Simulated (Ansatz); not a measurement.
# BBrH2Si: single points off equilibrium

The task here is to estimate one member of a computed series from the others.

Program: Ansatz 0.2.0, Gaussian basis. Level of theory: single points in def2-TZVPP. These are calculated values, not measurements.

Correlated methods freeze the cores. Filled d shells of the heavier atoms are correlated.

### Where the work starts

SMILES `[SiH2]=BBr`, 5 atoms, charge 0, spin multiplicity 1.

Atoms are counted from 1 here; the program's logs count them from 0.

Bond lengths: Si1–B2 1.826 Å, Si1–H4 1.452 Å, Si1–H5 1.478 Å, B2–Br3 1.881 Å. Angles: B2–Si1–H4 123.3°, B2–Si1–H5 123.4°, H4–Si1–H5 109.7°, Si1–B2–Br3 148.0°.

Coordinates:

```
Si   -0.5019    0.4662   -0.2508
B     0.8916   -0.6382    0.1664
Br    1.6045   -1.9404    1.3214
H    -1.4288    0.2059   -1.3380
H    -0.5347    1.9019    0.0991
```

Set-up of the first run:

File run/in.yaml:

```yaml
crystal:
  periodic: [false, false, false]
  atoms:
    - {symbol: Si, position_ang: [-0.501900, 0.466200, -0.250800]}
    - {symbol: B, position_ang: [0.891600, -0.638200, 0.166400]}
    - {symbol: Br, position_ang: [1.604500, -1.940400, 1.321400]}
    - {symbol: H, position_ang: [-1.428800, 0.205900, -1.338000]}
    - {symbol: H, position_ang: [-0.534700, 1.901900, 0.099100]}
basis:
  gaussian: {orbitals: def2-TZVPP}
correlation: {method: ccsd_t}
output: {forces: true}
```

The command line of these runs was not kept.

Among the steps run: CCSD(T)/def2-TZVPP; PBE0-D4/def2-TZVPP; wB97M-V/def2-TZVPP; r2SCAN-D4/def2-TZVPP; PBE-D4/def2-TZVPP; r2SCANh-D4/def2-TZVPP; B97M-V/def2-TZVPP.

One table of the session follows, with a row left open; its other results are not shown here.

```
    method  RMS force component (eV/Å)  angle to CCSD(T) forces (°)  dipole (D)
   CCSD(T)                       0.528                    reference        0.48
   PBE0-D4                       0.484                         17.8        0.53
   wB97M-V                       0.419                         22.4        0.54
 r2SCAN-D4                       0.486                         13.6        0.57
    PBE-D4                           ?                            ?           ?
r2SCANh-D4                       0.490                         15.2        0.54
    B97M-V                       0.495                         14.7        0.61
```

Q: Estimate the row for PBE-D4 from the others.

The run gave: RMS force component (eV/Å): 0.471; angle to CCSD(T) forces (°): 17.7; dipole (D): 0.67. In the column «RMS force component (eV/Å)» it lies between wB97M-V (0.419) and PBE0-D4 (0.484).
